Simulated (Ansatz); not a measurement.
**C3H9NSi: up Jacob's ladder to CCSD(T)**

An exercise on one series of results from a longer session: the logs are not shown, and one member is left open.

Computed with Ansatz 0.2.0, Gaussian basis. Level: functionals in def2-TZVPP, the program's frozen cores in correlated methods.

Levels to be run: PBE-D4, r2SCAN-D4, PBE0-D4, B3LYP-D4, ωB97X-V, ωB97M-V, B2PLYP; CCSD(T)/def2-TZVPP; MP2/def2-QZVPP; extrapolation to the limit.

## Structure used throughout

All runs share one geometry, relaxed beforehand with PBE0-D4 in a triple-zeta def2 set.

SMILES `C=CN[SiH2]C`, 14 atoms, charge 0, spin multiplicity 1.

Atoms are counted from 1 here; the program's logs count them from 0.

Bond lengths: C1–C2 1.333 Å, C1–H6 1.080 Å, C1–H7 1.085 Å, C2–N3 1.381 Å, C2–H8 1.087 Å, N3–Si4 1.733 Å, N3–H9 1.010 Å, Si4–C5 1.862 Å, Si4–H10 1.493 Å, Si4–H11 1.487 Å, C5–H12 1.092 Å, C5–H13 1.093 Å, C5–H14 1.093 Å. Angles: C2–C1–H6 120.2°, C2–C1–H7 122.0°, H6–C1–H7 117.8°, C1–C2–N3 126.7°, C1–C2–H8 119.6°, N3–C2–H8 113.6°, C2–N3–Si4 125.8°, C2–N3–H9 114.0°, Si4–N3–H9 119.2°, N3–Si4–C5 109.1°, N3–Si4–H10 112.8°, N3–Si4–H11 106.1°, C5–Si4–H10 108.8°, C5–Si4–H11 112.6°, H10–Si4–H11 107.6°, Si4–C5–H12 111.2°, Si4–C5–H13 111.0°, Si4–C5–H14 110.3° and more.

The first run:

The input, in.yaml:

```yaml
crystal:
  periodic: [false, false, false]
  atoms:
    - {symbol: C, position_ang: [-1.373981, -2.509577, 0.390597]}
    - {symbol: C, position_ang: [-0.883154, -1.463797, -0.274107]}
    - {symbol: N, position_ang: [-0.260290, -0.357879, 0.269881]}
    - {symbol: Si, position_ang: [0.132811, 1.102649, -0.575818]}
    - {symbol: C, position_ang: [1.589920, 1.912702, 0.254126]}
    - {symbol: H, position_ang: [-1.819342, -3.334463, -0.146705]}
    - {symbol: H, position_ang: [-1.338639, -2.571428, 1.473115]}
    - {symbol: H, position_ang: [-0.942373, -1.441007, -1.359698]}
    - {symbol: H, position_ang: [-0.200226, -0.374343, 1.277608]}
    - {symbol: H, position_ang: [-1.001633, 2.072225, -0.611998]}
    - {symbol: H, position_ang: [0.424840, 0.701024, -1.977685]}
    - {symbol: H, position_ang: [2.466129, 1.261457, 0.236185]}
    - {symbol: H, position_ang: [1.362392, 2.154551, 1.295862]}
    - {symbol: H, position_ang: [1.843535, 2.847884, -0.251364]}
basis:
  gaussian: {orbitals: def2-TZVPP}
hamiltonian: {xc: pbe, dispersion: d4}
output: {forces: true, orbitals: {seedname: orbitals}}
```

Run with:

```bash
$ ansatz run in.yaml --threads 2 --pin off --events-out ev --progress --plain --max-ram 22528MiB --backend cuda --devices 0, --max-vram 18GiB
```

Steps of the session up to this table: PBE-D4 (GGA); r2SCAN-D4 (meta-GGA); PBE0-D4 (hybrid); B3LYP-D4 (hybrid); ωB97X-V (range-separated); ωB97M-V (range-separated); B2PLYP (double hybrid); CCSD(T) in def2-TZVPP; MP2 in def2-QZVPP.

One of the session's tables, all rows but one given; the rest of the session is left out.

```
            method  atomisation energy (kcal/mol)
            PBE-D4                         1285.3
         r2SCAN-D4                         1265.4
           PBE0-D4                         1268.0
          B3LYP-D4                         1269.5
           ωB97X-V                         1268.5
           ωB97M-V                         1269.0
            B2PLYP                         1253.7
     HF/def2-TZVPP                          935.0
    MP2/def2-TZVPP                         1242.8
   CCSD/def2-TZVPP                         1216.0
CCSD(T)/def2-TZVPP                              ?
           MP2/CBS                         1274.4
       CCSD(T)/CBS                         1263.8
```

**Question.** Estimate the row for CCSD(T)/def2-TZVPP.

**Answer.** atomisation energy (kcal/mol): 1232.2. In the column «atomisation energy (kcal/mol)» it lies between CCSD/def2-TZVPP (1216.0) and MP2/def2-TZVPP (1242.8).
